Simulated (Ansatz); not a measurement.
# RbGdO2 (NaFeO2 type): the equilibrium volume

Aim: the volume at which the pressure of RbGdO2 (NaFeO2 type) vanishes.

Method: DFT PBEsol, scalar-relativistic, plane waves, PAW, in Ansatz 0.2.0.

**1. The structure to begin with**

Symmetry: R-3m, No. 166, trigonal system. Conventional cell: a = 3.596 Å, b = 3.596 Å, c = 19.584 Å, α = 90.00°, β = 90.00°, γ = 120.00°. Around Rb (site symmetry -3m) lie 6 O at 2.85 Å. Gd (site symmetry -3m) is surrounded by 6 O at 2.45 Å. Around O (site symmetry 3m) lie 3 Gd at 2.45 Å and 3 Rb at 2.85 Å.

Structure file:

```cif
data_structure
_symmetry_space_group_name_H-M 'R-3m:H'
_symmetry_Int_Tables_number 166
_cell_length_a 3.5964
_cell_length_b 3.5964
_cell_length_c 19.5845
_cell_angle_alpha 90.000
_cell_angle_beta 90.000
_cell_angle_gamma 120.000
_cell_volume 219.37
loop_
_atom_site_label
_atom_site_type_symbol
_atom_site_symmetry_multiplicity
_atom_site_Wyckoff_symbol
_atom_site_fract_x
_atom_site_fract_y
_atom_site_fract_z
_atom_site_occupancy
Rb1 Rb 3 b 0.33333 0.66667 0.16667 1
Gd1 Gd 3 a 0.00000 0.00000 0.00000 1
O1 O 6 c 0.00000 0.00000 0.26670 1
```

Starting moments: Gd 7.00 μB.

**2. Full relaxation**

input.yaml reads:

```yaml
crystal:
  lattice:
    - [1.7982007563, 1.0381916907, 6.5281549347]
    - [-1.7982007563, 1.0381916907, 6.5281549347]
    - [0.0, -2.0763833813, 6.5281549347]
  atoms:
    - { symbol: Rb, position: [0.5, 0.5, 0.5] }
    - { symbol: Gd, position: [0.0, 0.0, 0.0], spin: 7.0 }
    - { symbol: O, position: [0.2667, 0.2667, 0.2667] }
    - { symbol: O, position: [0.7333, 0.7333, 0.7333] }
basis:
  ecutwfc: 420
  ecutrho_ratio: 4
kpoints:
  mp_grid: { grid: [12, 12, 12] }
hamiltonian:
  xc: pbesol
scf:
  occupations: { method: gaussian, width: 0.05 }
output:
  forces: true
  stress: true
  eigenvalues: true
  populations: true
magnetization:
  spin_polarized: true
relax:
  f_tol: 0.01
  max_steps: 60
  cell: { stress_tol: 0.04 }
```

Started as:

```console
$ ansatz run input.yaml --threads 4 --pin off --max-ram 8192MiB --backend cpu --events-out ev --progress --plain --runs-dir out
```

What does the calculation give? Wanted: volume; pressure; conventional cell; gap on the mesh; spin moments in spheres.

The runs gave:

| quantity | value |
| --- | --- |
| volume | 17.294 Å³/atom |
| pressure | -0.01 GPa |
| conventional cell | a = 3.518 Å, b = 3.518 Å, c = 19.362 Å, α = 90.00°, β = 90.00°, γ = 120.00° |
| gap on the mesh | 2.83 eV |
| spin moments in spheres | Gd 6.79 μB |

What this shows: Over the one relaxation shown the cell moved from 18.28 to 17.29 Å³/atom, a change of -5.4 %, where the pressure is zero within 0.01 GPa. No U or exact exchange acts on the open f shell of Gd, so the gap holds for this level alone and is likely too small. Spin–orbit coupling is left out, though the cell holds Gd; it splits the 4f levels.
